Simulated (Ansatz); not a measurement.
# triplet C2H8OSn at 6 levels

We compute a comparison of 6 runs (UHF/3-21G, UHF/def2-SVP, U-revPBE/def2-SVP, UBLYP/def2-SVP, UPBE0/def2-SVP, UCCSD/def2-SVP) of triplet C2H8OSn. 

The results are computed with Ansatz 0.2.0.

26 further runs of the same task are left out: 26 set aside as unsound or not needed. Runs told in other sessions of the task aren't counted.

## Step 1: The structure to begin with

The species is C2H8OSn (12 atoms), meant as a triplet with charge 0. As SMILES of the parent species, `[CH3][SnH]([CH3])[OH]`. Geometry: relaxed at PBE0-D4/def2-TZVP. This is one conformer, not always the lowest. That shape belongs to the parent species and isn't relaxed for this state.

Bond lengths: C1–Sn2 2.127 Å, Sn2–C3 2.137 Å, Sn2–O4 1.979 Å, C1–H5 1.090 Å, C1–H6 1.091 Å, C1–H7 1.090 Å, Sn2–H8 1.719 Å, C3–H9 1.091 Å, C3–H10 1.090 Å, C3–H11 1.090 Å, O4–H12 0.959 Å. Some angles: C1–Sn2–C3 113.4°, C1–Sn2–O4 102.6°, C3–Sn2–O4 107.5°, C1–Sn2–H8 113.5°, C3–Sn2–H8 111.6°, O4–Sn2–H8 107.5°, Sn2–C1–H5 109.7°, Sn2–C1–H6 110.8°, Sn2–C1–H7 109.2°, Sn2–C3–H9 110.5°.

## Step 2: A single-point energy at UHF/3-21G (run 1)

The input, run.yaml:

```yaml
crystal:
  periodic: [false, false, false]
  atoms:
    - {symbol: C, position_ang: [-0.737300, 1.161600, -1.330200]}
    - {symbol: Sn, position_ang: [-0.473900, -0.166600, 0.310700]}
    - {symbol: C, position_ang: [1.517400, -0.173800, 1.086500]}
    - {symbol: O, position_ang: [-0.798900, -1.938100, -0.509600]}
    - {symbol: H, position_ang: [-1.759600, 1.088500, -1.700500]}
    - {symbol: H, position_ang: [-0.537700, 2.191200, -1.031000]}
    - {symbol: H, position_ang: [-0.050000, 0.883400, -2.129700]}
    - {symbol: H, position_ang: [-1.637800, 0.046600, 1.558200]}
    - {symbol: H, position_ang: [1.775800, 0.808400, 1.485200]}
    - {symbol: H, position_ang: [1.607000, -0.911900, 1.883800]}
    - {symbol: H, position_ang: [2.214500, -0.428400, 0.287800]}
    - {symbol: H, position_ang: [-1.042500, -2.616300, 0.122900]}
basis:
  gaussian: {orbitals: 3-21G-spherical.json}
accuracy: high
hamiltonian: {xc: hf}
output: {orbitals: {seedname: orbitals}}
magnetization: {spin_polarized: true, initial_magnetization: 2}
```

The basis set 3-21G is read from a file made from the Basis Set Exchange's data (not shown).

Launch:

```bash
$ ansatz run run.yaml --threads 1 --pin off --max-ram 2610MiB --events-out events.jsonl --progress --plain --runs-dir runs
```

Output:

```text
Warning: RAYON_NUM_THREADS=1 ignored (pool sized by the plan → 1); use --threads N
Functional definition: HF
  name "HF"
  exchange = exact_x
  correlation = 0
1669 factors; integrals over basis functions are off by at most 1.8e-8 eV
mean field evaluation 1: about -167357.0406 eV, gradient 2.8e1 eV
mean field evaluation 2: about -167357.0762 eV, gradient 2.8e1 eV
mean field evaluation 4: about -167361.2327 eV, gradient 3.5e0 eV
mean field evaluation 8: about -167361.5331 eV, gradient 2.8e0 eV
mean field evaluation 16: about -167363.6672 eV, gradient 6.4e-3 eV
mean field evaluation 32: about -167362.8644 eV, gradient 4.1e-1 eV
mean field evaluation 64: about -167363.0086 eV, gradient 6.7e-1 eV
mean field evaluation 96: about -167361.4055 eV, gradient 1.7e0 eV
mean field evaluation 128: about -167359.9599 eV, gradient 1.8e0 eV
mean field evaluation 160: about -167361.6469 eV, gradient 6.0e-2 eV
mean field -167363.66723787 eV, -6150.5013278236 hartree, gradient 7.4e-8 eV, S^2 2.004996; 5 other end points of the search recorded, 0 dependent functions left out
reference -167363.66723787 eV, -6150.5013278236 hartree; 40, 38 occupied and 34, 36 virtual orbitals, 1669 factors
Total energy: -167363.66723787 eV, -6150.5013278236 hartree
```

Wall time 18 s (1 thread of Arm Neoverse V1, shared host); peak memory 0.33 GiB.

## Step 3: The energy at UHF/def2-SVP (core potential) (run 2)

Changes to run.yaml since step 2:

```diff
@@ -16,6 +16,10 @@
 basis:
-  gaussian: {orbitals: 3-21G-spherical.json}
+  gaussian:
+    orbitals: def2-SVP
+magnetization:
+  spin_polarized: true
+  initial_magnetization: 2
+hamiltonian:
+  xc: hf
 accuracy: high
-hamiltonian: {xc: hf}
 output: {orbitals: {seedname: orbitals}}
-magnetization: {spin_polarized: true, initial_magnetization: 2}
```

Launch:

```bash
$ ansatz run run.yaml --threads 1 --pin off --max-ram 2610MiB --events-out events.jsonl --progress --plain --runs-dir runs
```

Output:

```text
Warning: RAYON_NUM_THREADS=1 ignored (pool sized by the plan → 1); use --threads N
Functional definition: HF
  name "HF"
  exchange = exact_x
  correlation = 0
2661 factors; integrals over basis functions are off by at most 9.5e-9 eV
mean field evaluation 1: about -10013.1481 eV, gradient 3.3e1 eV
mean field evaluation 2: about -10013.2854 eV, gradient 3.3e1 eV
mean field evaluation 4: about -10018.8618 eV, gradient 5.2e0 eV
mean field evaluation 8: about -10019.4873 eV, gradient 1.5e0 eV
mean field evaluation 16: about -10021.1348 eV, gradient 5.5e-2 eV
mean field evaluation 32: about -10020.8281 eV, gradient 8.3e-1 eV
mean field evaluation 64: about -10018.6188 eV, gradient 4.9e0 eV
mean field evaluation 96: about -10013.3162 eV, gradient 3.0e1 eV
mean field evaluation 128: about -10019.6095 eV, gradient 5.9e-1 eV
mean field evaluation 160: about -10018.5201 eV, gradient 6.1e0 eV
mean field evaluation 192: about -10016.0939 eV, gradient 1.1e1 eV
mean field evaluation 224: about -10015.6224 eV, gradient 1.1e1 eV
mean field evaluation 256: about -10019.5117 eV, gradient 1.5e-1 eV
mean field evaluation 288: about -10019.5124 eV, gradient 6.1e-5 eV
mean field evaluation 320: about -10019.5161 eV, gradient 2.4e-1 eV
mean field -10021.13485951 eV, -368.2699135178 hartree, gradient 4.7e-8 eV, S^2 2.007758; 4 other end points of the search recorded, 0 dependent functions left out
reference -10021.13485951 eV, -368.2699135178 hartree; 26, 24 occupied and 82, 84 virtual orbitals, 2661 factors
Total energy: -10021.13485951 eV, -368.2699135178 hartree
```

It took 35 s on 1 thread of Arm Neoverse V1, shared host; peak memory 0.58 GiB.

Runs 3 to 5 aren't shown in full; the table further down has their settings and results.

## Step 4: The energy at UCCSD/def2-SVP (core potential) (run 6)

Changes to run.yaml since step 3:

```diff
@@ -16,10 +16,6 @@
 basis:
-  gaussian:
-    orbitals: def2-SVP
-magnetization:
-  spin_polarized: true
-  initial_magnetization: 2
-hamiltonian:
-  xc: hf
+  gaussian: {orbitals: def2-SVP}
+magnetization: {spin_polarized: true, initial_magnetization: 2}
+correlation: {method: ccsd, frozen_orbitals: {C: 1, H: 0, O: 1, Sn: 4}}
 accuracy: high
-output: {orbitals: {seedname: orbitals}}
+scf: {omitted_lower_state_checks: [cluster_reference, increment]}
```

Launch:

```bash
$ ansatz run run.yaml --threads 1 --pin off --max-ram 2610MiB --events-out events.jsonl --progress --plain --runs-dir runs
```

Output:

```text
Warning: RAYON_NUM_THREADS=1 ignored (pool sized by the plan → 1); use --threads N
Functional definition: HF
  name "HF"
  exchange = exact_x
  correlation = 0
these checks for a lower state are left out or cut short: cluster_reference, increment
2661 factors; integrals over basis functions are off by at most 9.5e-9 eV
mean field evaluation 1: about -10013.1481 eV, gradient 3.3e1 eV
mean field evaluation 2: about -10013.2854 eV, gradient 3.3e1 eV
mean field evaluation 4: about -10018.8618 eV, gradient 5.2e0 eV
mean field evaluation 8: about -10019.4873 eV, gradient 1.5e0 eV
mean field evaluation 16: about -10021.1348 eV, gradient 5.5e-2 eV
mean field evaluation 32: about -10018.7360 eV, gradient 4.7e0 eV
mean field evaluation 64: about -10019.0777 eV, gradient 4.1e0 eV
mean field evaluation 96: about -10018.6961 eV, gradient 5.1e0 eV
mean field evaluation 128: about -10019.5123 eV, gradient 9.0e-3 eV
mean field evaluation 160: about -10019.5124 eV, gradient 1.1e-6 eV
mean field -10021.13485951 eV, -368.2699135178 hartree, gradient 4.7e-8 eV, S^2 2.007758; 8 other end points of the search recorded, 0 dependent functions left out
7 core orbitals not correlated: weight in the atoms' cores, before any rotation towards them, 1.000 or more for the frozen orbitals, at most 0.000 for the correlated occupied ones
reference -10021.13485951 eV, -368.2699135178 hartree; 19, 17 occupied and 82, 84 virtual orbitals, 2661 factors
second order -15.39878125 eV of doubles, -0.00000000 eV of singles
cycle   1  -16.46265362 eV  change    -1.1e0 eV  update   9.4e-2
cycle   2  -16.93712648 eV  change   -4.7e-1 eV  update   3.3e-2
cycle   3  -17.02159472 eV  change   -8.4e-2 eV  update   2.5e-2
cycle   4  -17.04210725 eV  change   -2.1e-2 eV  update   1.7e-2
cycle   5  -17.04827262 eV  change   -6.2e-3 eV  update   1.4e-2
cycle   6  -17.06090005 eV  change   -1.3e-2 eV  update   7.9e-3
cycle   7  -17.06481645 eV  change   -3.9e-3 eV  update   3.4e-3
cycle   8  -17.06692153 eV  change   -2.1e-3 eV  update   1.7e-3
cycle   9  -17.06713247 eV  change   -2.1e-4 eV  update   7.6e-4
cycle  10  -17.06725822 eV  change   -1.3e-4 eV  update   3.8e-4
cycle  11  -17.06747141 eV  change   -2.1e-4 eV  update   2.3e-4
cycle  12  -17.06756688 eV  change   -9.5e-5 eV  update   1.7e-4
cycle  13  -17.06759647 eV  change   -3.0e-5 eV  update   1.4e-4
cycle  14  -17.06762554 eV  change   -2.9e-5 eV  update   1.2e-4
cycle  15  -17.06752520 eV  change    1.0e-4 eV  update   9.7e-5
cycle  16  -17.06756912 eV  change   -4.4e-5 eV  update   6.6e-5
cycle  17  -17.06756896 eV  change    1.6e-7 eV  update   3.7e-5
cycle  18  -17.06757024 eV  change   -1.3e-6 eV  update   1.9e-5
cycle  19  -17.06756121 eV  change    9.0e-6 eV  update   1.1e-5
cycle  20  -17.06755392 eV  change    7.3e-6 eV  update   6.8e-6
cycle  21  -17.06755435 eV  change   -4.2e-7 eV  update   4.8e-6
cycle  22  -17.06755870 eV  change   -4.4e-6 eV  update   2.9e-6
cycle  23  -17.06755935 eV  change   -6.5e-7 eV  update   2.0e-6
cycle  24  -17.06755771 eV  change    1.6e-6 eV  update   8.8e-7
cycle  25  -17.06755681 eV  change    9.0e-7 eV  update   5.1e-7
cycle  26  -17.06755658 eV  change    2.3e-7 eV  update   2.6e-7
cycle  27  -17.06755672 eV  change   -1.4e-7 eV  update   1.5e-7
cycle  28  -17.06755684 eV  change   -1.2e-7 eV  update   9.1e-8
cycle  29  -17.06755692 eV  change   -7.5e-8 eV  update   6.1e-8
cycle  30  -17.06755694 eV  change   -2.5e-8 eV  update   4.2e-8
cycle  31  -17.06755691 eV  change    3.0e-8 eV  update   1.0e-7
cycle  32  -17.06755693 eV  change   -1.1e-8 eV  update   3.4e-8
cycle  33  -17.06755692 eV  change    8.9e-9 eV  update   1.9e-8
cycle  34  -17.06755691 eV  change    5.4e-9 eV  update   1.3e-8
cycle  35  -17.06755691 eV  change    1.8e-9 eV  update   9.2e-9
cycle  36  -17.06755691 eV  change   -2.7e-9 eV  update   6.9e-9
cycle  37  -17.06755691 eV  change   -3.0e-9 eV  update   5.2e-9
cycle  38  -17.06755692 eV  change  -3.5e-10 eV  update   3.7e-9
Total energy: -10038.20241642 eV, -368.8971346656 hartree
Checks for a lower state left out: cluster_reference, increment
```

Wall time 7.1 min (1 thread of Arm Neoverse V1, shared host); peak memory 2.3 GiB.

## Step 5: All runs side by side

| run | level | core potential | frozen core orbitals | energy (Eh) | HOMO energy (eV) | ⟨S²⟩ | wall time |
| --- | --- | --- | --- | --- | --- | --- | --- |
| 1 | UHF/3-21G | none | – | -6150.501328 | -3.52 | 2.005 | 18 s |
| 2 | UHF/def2-SVP (core potential) | def2-SVP | – | -368.269914 | -3.69 | 2.008 | 35 s |
| 3 | U-revPBE/def2-SVP (core potential) | def2-SVP | – | -370.210138 | -0.91 | 2.003 | 29 s |
| 4 | UBLYP/def2-SVP (core potential) | def2-SVP | – | -370.083035 | -0.80 | 2.004 | 30 s |
| 5 | UPBE0/def2-SVP (core potential) | def2-SVP | – | -370.029239 | -1.91 | 2.007 | 42 s |
| 6 | UCCSD/def2-SVP (core potential) | def2-SVP | 7 | -368.897135 | – | 2.008 | 7.1 min |

## Step 6: Results

```
                                          quantity          value
                               run 6: total energy  -368.89713 Eh
run 6: correlation energy (7 core orbitals frozen)     -627.2 mEh
          run 6: ⟨S²⟩ of the reference determinant          2.008
                              run 6: T1 diagnostic          0.023
```

Totals of different functionals can't be ranked against each other. Some runs of one species differ in core potentials or relativity; totals across that change don't compare. In run 1 relativity is left out where basis or elements ask for it. All runs together took 9.6 min, the longest 7.1 min.
